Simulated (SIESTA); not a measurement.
Wanted: the native input for a SIESTA 5.4.2 run.

| Item | Value |
| --- | --- |
| Task | single point |
| Functional | PBEsol |
| Potentials or basis | PseudoDojo 0.4 standard (PBEsol files) |
| Basis | DZP (energy shift 0.003 Ry; two zetas on semicore shells) |
| Grid cutoff | 800 Ry |
| Energy shift | 0.003 Ry |
| k mesh | 6 × 6 × 6 |
| Occupations | fermi-dirac, width 0.05 eV |
| Spin | collinear spin, ferromagnetic start |
| Starting moments | [1.0, 1.0, 1.0, 1.0, 0.0, 0.0, 0.0, 0.0] μB |

The system is SiNi.

```
Ni Si
1.0
     4.50369    0.00000    0.00000
     0.00000    4.50369    0.00000
     0.00000    0.00000    4.50369
Ni Si
4 4
Direct
  0.14452 0.15394 0.15302
  0.65771 0.35351 0.84364
  0.84568 0.65345 0.34310
  0.34388 0.85179 0.63889
  0.84108 0.84656 0.84290
  0.34286 0.64901 0.16321
  0.16102 0.34485 0.66406
  0.65234 0.15385 0.34595
```

The cell is a database's computed one.

The cell isn't the ideal one: atoms moved at random, drawn with an rms of 0.05 Å.

These files were run (other wordings do the same):

SiNi.fdf

```
SystemName                      SiNi
SystemLabel                     SiNi
NumberOfSpecies                 2
NumberOfAtoms                   8
%block ChemicalSpeciesLabel
  1  28 Ni
  2  14 Si
%endblock ChemicalSpeciesLabel

LatticeConstant                 1.0 Ang
%block LatticeVectors
     4.5036940000     0.0000000000     0.0000000000
     0.0000000000     4.5036940000     0.0000000000
     0.0000000000     0.0000000000     4.5036940000
%endblock LatticeVectors
AtomicCoordinatesFormat         Fractional
%block AtomicCoordinatesAndAtomicSpecies
     0.1445210000     0.1539400000     0.1530170000  1  Ni
     0.6577110000     0.3535100000     0.8436350000  1  Ni
     0.8456770000     0.6534450000     0.3430980000  1  Ni
     0.3438800000     0.8517910000     0.6388870000  1  Ni
     0.8410850000     0.8465590000     0.8429000000  2  Si
     0.3428620000     0.6490120000     0.1632140000  2  Si
     0.1610180000     0.3448490000     0.6640580000  2  Si
     0.6523450000     0.1538540000     0.3459540000  2  Si
%endblock AtomicCoordinatesAndAtomicSpecies

%block kgrid.MonkhorstPack
    6   0   0  0.0
    0   6   0  0.0
    0   0   6  0.0
%endblock kgrid.MonkhorstPack
XC.Functional                   GGA
XC.Authors                      PBEsol
PAO.BasisSize                   DZP
PAO.EnergyShift                 0.003 Ry
Mesh.Cutoff                     800 Ry
Spin                            polarized
%block DM.InitSpin
    1   1.000
    2   1.000
    3   1.000
    4   1.000
    5   0.000
    6   0.000
    7   0.000
    8   0.000
%endblock DM.InitSpin
OccupationFunction              FD
ElectronicTemperature           0.05 eV
MaxSCFIterations                200
SCF.MustConverge                false
SCF.Mixer.Method                Pulay
SCF.Mixer.Weight                0.1
SCF.Mixer.History               10
SCF.DM.Tolerance                5.0e-05
SCF.H.Tolerance                 1.0e-03 eV
WriteForces                     true
Charge.Mulliken                 end
%block PAO.Basis
  Ni 5
  n=3 0 2
    2.437 0.000
  n=4 0 2
    7.067 0.000
  n=3 1 2
    2.721 0.000
  n=4 1 1
    7.067
  n=3 2 2
    4.466 0.000
%endblock PAO.Basis
```

Potentials or basis: PseudoDojo 0.4 standard (PBEsol files), DZP (energy shift 0.003 Ry; two zetas on semicore shells).

The run is started by

```bash
$ siesta < SiNi.fdf > SiNi.out 2>&1
```

Results of the run:

```json
{
  "Pressure": "-5.0 GPa",
  "Largest force": "0.611 eV/Å",
  "Band gap on the k mesh": "none (metal or under the smearing width)",
  "Net moment": "0.00 μB per cell"
}
```

Caveat: short orbitals over semicore shells can move pressures by several GPa; the basis of atomic orbitals isn't converged, which shifts pressures, moduli and gaps.

It took 12 min on 1 thread of Arm Neoverse V1, on a shared host, peak memory 0.79 GiB.
